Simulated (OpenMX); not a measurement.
HfGe:

```
Hf Ge
1.0
     3.93351    0.00000    0.00000
    -1.96675    3.40652    0.00000
     0.00000    0.00000    3.50962
Hf Ge
1 1
Cartesian
  0.0000 0.0000 1.7548
  0.0000 2.2710 1.7548
```

The cell was built by a generator and needn't be a form met in nature.

Base run:

- Program: OpenMX 3.8.5
- Functional: LDA
- Potentials or basis: OpenMX 2013 LDA set, Hf7.0-s3p2d2f1, Ge7.0-s3p2d2, grid cutoff 400 Ry
- k mesh: 7 × 7 × 7
- Occupations: fermi-dirac, width 0.05 eV
- Spin: no spin polarisation

Its results: pressure 32.3 GPa; largest force 0.006 eV/Å.

The run is repeated on the same cell with these changes: functional from LDA to PBE; potentials or basis from OpenMX 2013 LDA set, Hf7.0-s3p2d2f1, Ge7.0-s3p2d2, grid cutoff 400 Ry to OpenMX 2013 PBE set, Hf7.0-s3p2d2f1, Ge7.0-s3p2d2, grid cutoff 400 Ry. What comes out?

Pressure 39.2 GPa; largest force 0.012 eV/Å.

Caveats: a pressure of tens of GPa on the cell as given is suspect, and the run, the potentials or the cell itself is likely at fault; the basis of atomic orbitals isn't converged, which shifts pressures, moduli and gaps.

Not every run made on this cell is shown here.
